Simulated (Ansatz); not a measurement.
# CH₄Cl₂GaN: small, medium and large basis sets

One table from this session's results is given with a row withheld; the runs are named, their logs left out.

Method: one geometry, several basis sets; program: Ansatz 0.2.0, Gaussian basis.

Plan: PBE0-D4/def2-SVP; ωB97M-V/def2-SVP; PBE0-D4/def2-QZVPP; ωB97M-V/def2-QZVPP; the functionals' def2-TZVPP values are taken from earlier runs.

## The relaxed structure

All runs share one geometry, relaxed beforehand with PBE0-D4 in a triple-zeta def2 set.

SMILES `C[NH][Ga]([Cl])[Cl]`, 9 atoms, charge 0, spin multiplicity 1.

Atoms are counted from 1 here; the program's logs count them from 0.

Bond lengths: C1–N2 1.446 Å, C1–H6 1.096 Å, C1–H7 1.096 Å, C1–H8 1.091 Å, N2–Ga3 1.792 Å, N2–H9 1.007 Å, Ga3–Cl4 2.127 Å, Ga3–Cl5 2.125 Å. Angles: N2–C1–H6 111.9°, N2–C1–H7 111.9°, N2–C1–H8 109.9°, H6–C1–H7 108.1°, H6–C1–H8 107.4°, H7–C1–H8 107.4°, C1–N2–Ga3 126.9°, C1–N2–H9 114.7°, Ga3–N2–H9 118.4°, N2–Ga3–Cl4 120.0°, N2–Ga3–Cl5 120.7°, Cl4–Ga3–Cl5 119.2°.

Set-up of the first run:

in.yaml

```yaml
crystal:
  periodic: [false, false, false]
  atoms:
    - {symbol: C, position_ang: [-0.289405, -1.201572, 0.533740]}
    - {symbol: N, position_ang: [0.227429, 0.148679, 0.552484]}
    - {symbol: Ga, position_ang: [0.245869, 1.312112, -0.810688]}
    - {symbol: Cl, position_ang: [-0.552261, 0.750967, -2.700579]}
    - {symbol: Cl, position_ang: [1.058804, 3.260207, -0.565569]}
    - {symbol: H, position_ang: [-1.102895, -1.337249, 1.254943]}
    - {symbol: H, position_ang: [0.488956, -1.940254, 0.754873]}
    - {symbol: H, position_ang: [-0.688072, -1.433455, -0.455522]}
    - {symbol: H, position_ang: [0.611566, 0.440565, 1.436318]}
basis:
  gaussian: {orbitals: def2-SVP}
hamiltonian: {xc: pbe0, dispersion: d4}
output: {orbitals: {seedname: orbitals}}
```

Command:

```sh
> ansatz run in.yaml --threads 4 --pin off --events-out ev --progress --plain --max-ram 10444MiB
```

Among the steps run: PBE0-D4 in def2-SVP; ωB97M-V in def2-SVP; PBE0-D4 in def2-QZVPP; ωB97M-V in def2-QZVPP.

One table of the session follows, with a row left open; its other results are not shown here.

It belongs to the step «Functionals by basis». 

| functional | basis | HOMO (eV) |
| --- | --- | --- |
| PBE0-D4 | def2-SVP | ? |
| PBE0-D4 | def2-TZVPP | -7.32 |
| PBE0-D4 | def2-QZVPP | -7.36 |
| ωB97M-V | def2-SVP | -9.48 |
| ωB97M-V | def2-TZVPP | -9.64 |
| ωB97M-V | def2-QZVPP | -9.69 |

Q: Estimate the row for PBE0-D4, def2-SVP from the others.

The run gave: HOMO (eV): -7.19. In the column «HOMO (eV)» it is the highest.
